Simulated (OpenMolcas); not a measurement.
# C2H7NSi (SMILES C=NC[SiH3]) at 6 levels

Wanted: a comparison of 6 runs (B3LYP/6-31G*, BHLYP/cc-pVDZ, M06-2X/cc-pVDZ, PBE0/cc-pVDZ, r2SCAN/cc-pVDZ, CCSD(T)/cc-pVDZ) of C2H7NSi. 

Program for the calculation: OpenMolcas 26.06.

1 further run of the same task is left out (set aside as unsound or not needed).

### 1 The structure to begin with

C2H7NSi has 11 atoms, charge 0, and is taken as a singlet. As SMILES, `C=NC[SiH3]`. The Si4–H10 distance was set to 1.707 Å, away from the relaxed value.

Bond lengths: C1–N2 1.259 Å, N2–C3 1.436 Å, C3–Si4 1.892 Å, C1–H5 1.089 Å, C1–H6 1.099 Å, C3–H7 1.095 Å, C3–H8 1.102 Å, Si4–H9 1.487 Å, Si4–H11 1.488 Å. Some angles: C1–N2–C3 118.6°, N2–C3–Si4 109.5°, N2–C1–H5 119.2°, N2–C1–H6 123.3°, N2–C3–H7 109.0°, N2–C3–H8 113.6°, Si4–C3–H7 106.9°, Si4–C3–H8 109.5°, C3–Si4–H9 109.5°, C3–Si4–H11 108.9°. A long bond or contact: Si4–H10 1.707 Å.

### 2 A single-point energy at B3LYP/6-31G(d) (Cartesian functions) (run 1)

input.xyz

```xyz
11

C     -0.506460     1.933152     0.530701
N     -0.865660     0.776952     0.184801
C     -0.166060    -0.353148     0.729401
Si     0.839240    -1.193548    -0.635899
H     -1.012960     2.797352     0.103601
H      0.299840     2.122852     1.253401
H     -0.896960    -1.087548     1.084701
H      0.498140    -0.097848     1.571301
H      1.862540    -0.247448    -1.153099
H     -0.179800    -1.683000    -1.914500
H      1.522840    -2.386248    -0.065599
```

test.inp

```
&GATEWAY
 BASLIB = $CurrDir
 COORD = input.xyz
 BASIS = 6-31Gs
 GROUP = NoSym

&SEWARD
 GRIDINPUT
 Grid=UltraFine
 End of Grid

&SCF
 KSDFT = B3LYP
 THRESHOLDS = 1e-10 1e-07 1e-07 1e-05
 PRORBITALS = 1 2
```

The basis set 6-31G* is read from a file made from the Basis Set Exchange's data (not shown).

Command:

```bash
export MOLCAS_MEM=1860
pymolcas test.inp > test.log
```

The log of the run:

```text
--- Start Module: gateway ---
[...]
--- Stop Module: gateway /rc=_RC_ALL_IS_WELL_ ---
--- Start Module: seward ---
[...]
      Basis functions           78
--- Stop Module: seward /rc=_RC_ALL_IS_WELL_ ---
[...]
--- Start Module: scf ---
[...]
       Convergence after  15 Iterations
[...]
::    Total KS-DFT energy                            -424.6214280014
[...]
      Total spin, S                                     0.0000000000
[...]
      Total electronic charge=   40.000000
      Total            charge=   -0.000000
[...]
      Dipole Moment (debye):
      Origin of the operator (angstrom)=    0.0739   -0.0567    0.0110
                   X=  9.2528E-01               Y=  5.4450E-01               Z=  1.4860E+00           Total=  1.8333E+00
      Quadrupole Moment (debye*angstrom):
[...]
--- Stop Module: scf /rc=_RC_ALL_IS_WELL_ ---
[...]
```

Wall time 36 s (1 thread of AMD EPYC 7R43 (Zen 3), shared host); peak memory 0.44 GiB.

### 3 A single-point energy at BHLYP/cc-pVDZ (run 2)

struct.xyz

```xyz
11

C     -0.506460     1.933152     0.530701
N     -0.865660     0.776952     0.184801
C     -0.166060    -0.353148     0.729401
Si     0.839240    -1.193548    -0.635899
H     -1.012960     2.797352     0.103601
H      0.299840     2.122852     1.253401
H     -0.896960    -1.087548     1.084701
H      0.498140    -0.097848     1.571301
H      1.862540    -0.247448    -1.153099
H     -0.179800    -1.683000    -1.914500
H      1.522840    -2.386248    -0.065599
```

mol.input

```
&gateway
 baslib = $CurrDir
 coord = struct.xyz
 basis = cc-pVDZ
 group = NoSym

&seward
 gridinput
 Grid=UltraFine
 End of Grid

&scf
 ksdft = HYB_GGA_XC_BHANDHLYP
 thresholds = 1e-10 1e-07 1e-07 1e-05
 prorbitals = 1 1
```

The basis set cc-pVDZ is read from a file made from the Basis Set Exchange's data (not shown).

Command:

```bash
export MOLCAS_MEM=1860
pymolcas mol.input > mol.log
```

The log of the run:

```text
--- Start Module: gateway ---
[...]
--- Stop Module: gateway /rc=_RC_ALL_IS_WELL_ ---
--- Start Module: seward ---
[...]
      Basis functions           95
--- Stop Module: seward /rc=_RC_ALL_IS_WELL_ ---
[...]
--- Start Module: scf ---
[...]
       Convergence after  15 Iterations
[...]
::    Total KS-DFT energy                            -424.5308235481
[...]
      Total spin, S                                     0.0000000000
[...]
      Total electronic charge=   40.000000
      Total            charge=   -0.000000
[...]
      Dipole Moment (debye):
      Origin of the operator (angstrom)=    0.0739   -0.0567    0.0110
                   X=  8.8498E-01               Y=  6.2319E-01               Z=  1.4260E+00           Total=  1.7903E+00
      Quadrupole Moment (debye*angstrom):
[...]
--- Stop Module: scf /rc=_RC_ALL_IS_WELL_ ---
[...]
```

It took 50 s on 1 thread of AMD EPYC 7R43 (Zen 3), shared host; peak memory 0.52 GiB.

Run 3 isn't shown in full; the table further down has it.

### 4 The energy at PBE0/cc-pVDZ (run 4)

job.inp

```
&GATEWAY
BASLIB = $CurrDir
COORD
11
angstrom
C       -0.506460       1.933152       0.530701
N       -0.865660       0.776952       0.184801
C       -0.166060      -0.353148       0.729401
Si       0.839240      -1.193548      -0.635899
H       -1.012960       2.797352       0.103601
H        0.299840       2.122852       1.253401
H       -0.896960      -1.087548       1.084701
H        0.498140      -0.097848       1.571301
H        1.862540      -0.247448      -1.153099
H       -0.179800      -1.683000      -1.914500
H        1.522840      -2.386248      -0.065599
BASIS = cc-pVDZ
GROUP = NoSym
&SEWARD
GRIDINPUT
Grid=UltraFine
End of Grid
&SCF
KSDFT = PBE0
THRESHOLDS = 1e-10 1e-07 1e-07 1e-05
PRORBITALS = 1 1
```

The basis set cc-pVDZ is read from a file made from the Basis Set Exchange's data (not shown).

Command:

```bash
export MOLCAS_MEM=1860
pymolcas job.inp > job.log
```

The log of the run:

```text
--- Start Module: gateway ---
[...]
--- Stop Module: gateway /rc=_RC_ALL_IS_WELL_ ---
--- Start Module: seward ---
[...]
      Basis functions           95
--- Stop Module: seward /rc=_RC_ALL_IS_WELL_ ---
[...]
--- Start Module: scf ---
[...]
       Convergence after  15 Iterations
[...]
::    Total KS-DFT energy                            -424.3324450764
[...]
      Total spin, S                                     0.0000000000
[...]
      Total electronic charge=   40.000000
      Total            charge=   -0.000000
[...]
      Dipole Moment (debye):
      Origin of the operator (angstrom)=    0.0739   -0.0567    0.0110
                   X=  8.1208E-01               Y=  5.5454E-01               Z=  1.3697E+00           Total=  1.6861E+00
      Quadrupole Moment (debye*angstrom):
[...]
--- Stop Module: scf /rc=_RC_ALL_IS_WELL_ ---
[...]
```

It took 52 s on 1 thread of AMD EPYC 7R43 (Zen 3), shared host; peak memory 0.52 GiB.

Run 5 isn't shown in full; the table further down has it.

### 5 The energy at CCSD(T)/cc-pVDZ (run 6)

run.input

```
&GATEWAY
 BasLib
 $CurrDir
 Coord
 11
 angstrom
 C       -0.506460       1.933152       0.530701
 N       -0.865660       0.776952       0.184801
 C       -0.166060      -0.353148       0.729401
 Si       0.839240      -1.193548      -0.635899
 H       -1.012960       2.797352       0.103601
 H        0.299840       2.122852       1.253401
 H       -0.896960      -1.087548       1.084701
 H        0.498140      -0.097848       1.571301
 H        1.862540      -0.247448      -1.153099
 H       -0.179800      -1.683000      -1.914500
 H        1.522840      -2.386248      -0.065599
 Basis
 cc-pVDZ
 Group
 NoSym

&SEWARD

&SCF
 Thresholds
 1e-10 1e-07 1e-07 1e-05
 PrOrbitals
 0

&RASSCF
 FileOrb
 $Project.ScfOrb
 Spin
 1
 Nactel
 0 0 0
 Inactive
 20
 Ras2
 0
 OutOrbitals
 Canonical
 OrbListing
 Nothing

&MOTRA
 JobIph
 Frozen
 8

&CCSDT
 CCT
 Triples
 2
 Iterations
 80
 Accuracy
 1e-08
 Extrapolation
 5 4
```

The basis set cc-pVDZ is read from a file made from the Basis Set Exchange's data (not shown).

Command:

```bash
export MOLCAS_MEM=1860
pymolcas run.input > run.log
```

The log of the run:

```text
--- Start Module: gateway ---
[...]
--- Stop Module: gateway /rc=_RC_ALL_IS_WELL_ ---
[...]
      Basis functions           95
[...]
       Convergence after  14 Iterations
[...]
::    Total SCF energy                               -423.1493937068
[...]
      Total spin, S                                     0.0000000000
[...]
      Number of active orbitals                  0
[...]
      Spin quantum number                      0.0
[...]
      Active orbitals                            0
[...]
      Number of CSFs                             1
[...]
      Number of root(s) required                 1
[...]
      Convergence after  4 iterations
[...]
      Natural orbitals and occupation numbers for root  1
      ************************************************************************************************************************
      *                                                    Final results                                                     *
      ************************************************************************************************************************
[...]
::    RASSCF root number  1 Total energy:   -423.14939371
[...]
      Total electronic charge=   40.000000
      Total            charge=   -0.000000
[...]
      Dipole Moment (debye):
      Origin of the operator (angstrom)=    0.0739   -0.0567    0.0110
                   X=  1.0099E+00               Y=  7.9535E-01               Z=  1.5800E+00           Total=  2.0369E+00
      Quadrupole Moment (debye*angstrom):
[...]
--- Start Module: motra ---
[...]
--- Stop Module: motra /rc=_RC_ALL_IS_WELL_ ---
[...]
--- Start Module: ccsdt ---
[...]
      Convergence after                    16  Iterations
      Total energy (diff) :    -423.74852980       0.00000000
[...]
 METHOD                       : CCSD+T(CCSD)+<T3(1)WT1> = CCSD(T)
[...]
       CCSD     =      -423.7485297968900
[...]
```

It took 99 s on 1 thread of AMD EPYC 7R43 (Zen 3), shared host; peak memory 0.52 GiB.

### 6 Overview of the runs

| run | level | Cartesian functions | integration grid | energy (Eh) | dipole moment (D) of the reference | HOMO energy (eV) | LUMO energy (eV) | wall time |
| --- | --- | --- | --- | --- | --- | --- | --- | --- |
| 1 | B3LYP/6-31G* (Cartesian functions) | yes | UltraFine | -424.621428 | 1.83 | -7.02 | -0.27 | 36 s |
| 2 | BHLYP/cc-pVDZ | no | UltraFine | -424.530824 | 1.79 | -8.78 | 1.04 | 50 s |
| 3 | M06-2X/cc-pVDZ | no | UltraFine | -424.526893 | 1.69 | -8.72 | 0.86 | 67 s |
| 4 | PBE0/cc-pVDZ | no | UltraFine | -424.332445 | 1.69 | -7.32 | -0.21 | 52 s |
| 5 | r2SCAN/cc-pVDZ | no | UltraFine | -424.507661 | 1.63 | -6.13 | -1.14 | 72 s |
| 6 | CCSD(T)/cc-pVDZ | no | – | -423.768112 | 2.04 | -10.69 | 3.90 | 99 s |

### 7 Results

```
                                          quantity          value
                               run 6: total energy  -423.76811 Eh
         run 6: dipole moment (mean-field density)         2.04 D
        run 6: HOMO energy (Hartree–Fock orbitals)      -10.69 eV
        run 6: LUMO energy (Hartree–Fock orbitals)        3.90 eV
      run 6: HOMO–LUMO gap (Hartree–Fock orbitals)       14.59 eV
run 6: correlation energy (8 core orbitals frozen)     -618.7 mEh
                             run 6: (T) correction     -19.58 mEh
```

Over runs 1, 2, 3, 4, 5 the dipole moment (its size) runs from 1.63 D (r2SCAN/cc-pVDZ) to 1.83 D (B3LYP/6-31G*). The two ends differ in method and basis. Over runs 1, 2, 3, 4, 5 the HOMO–LUMO gap runs from 4.98 eV (r2SCAN/cc-pVDZ) to 9.82 eV (BHLYP/cc-pVDZ). Totals of different functionals can't be ranked against each other. All runs together took 6.3 min, the longest 99 s.
